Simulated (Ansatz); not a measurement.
**AlFH₂Se: small, medium and large basis sets**

One table from this session's results is given with a row withheld; the runs are named, their logs left out.

Method: one geometry, several basis sets; program: Ansatz 0.2.0, Gaussian basis.

Levels to be run: PBE0-D4/def2-SVP; ωB97M-V/def2-SVP; PBE0-D4/def2-QZVPP; ωB97M-V/def2-QZVPP; the functionals' def2-TZVPP values are taken from earlier runs.

## The relaxed structure

All runs share one geometry, relaxed beforehand with PBE0-D4 in a triple-zeta def2 set.

SMILES `[F][AlH][SeH]`, 5 atoms, charge 0, spin multiplicity 1.

Atoms are counted from 1 here; the program's logs count them from 0.

Bond lengths: F1–Al2 1.647 Å, Al2–Se3 2.302 Å, Al2–H4 1.570 Å, Se3–H5 1.470 Å. Angles: F1–Al2–Se3 115.9°, F1–Al2–H4 119.6°, Se3–Al2–H4 124.5°, Al2–Se3–H5 89.9°.

The first run:

in.yaml reads:

```yaml
crystal:
  periodic: [false, false, false]
  atoms:
    - {symbol: F, position_ang: [-1.154571, -0.647650, 1.724064]}
    - {symbol: Al, position_ang: [-0.330656, -0.470282, 0.309597]}
    - {symbol: Se, position_ang: [0.629717, 1.591800, -0.043079]}
    - {symbol: H, position_ang: [-0.243524, -1.674555, -0.694077]}
    - {symbol: H, position_ang: [1.148933, 1.127086, -1.337905]}
basis:
  gaussian: {orbitals: def2-SVP}
hamiltonian: {xc: pbe0, dispersion: d4}
output: {orbitals: {seedname: orbitals}}
```

On the command line:

```sh
$ ansatz run in.yaml --threads 2 --pin off --events-out ev --progress --plain --max-ram 22528MiB --backend cpu
```

Steps of the session up to this table: PBE0-D4 in def2-SVP; ωB97M-V in def2-SVP; PBE0-D4 in def2-QZVPP; ωB97M-V in def2-QZVPP.

One of the session's tables, all rows but one given; the rest of the session is left out.

It belongs to the step «Density functionals: the series». 

| functional | basis | HOMO (eV) |
| --- | --- | --- |
| PBE0-D4 | def2-SVP | -7.54 |
| PBE0-D4 | def2-TZVPP | -7.65 |
| PBE0-D4 | def2-QZVPP | -7.66 |
| ωB97M-V | def2-SVP | -9.63 |
| ωB97M-V | def2-TZVPP | -9.77 |
| ωB97M-V | def2-QZVPP | ? |

Estimate the missing values for ωB97M-V, def2-QZVPP.

As computed: HOMO (eV): -9.79. In the column «HOMO (eV)» it is the lowest.
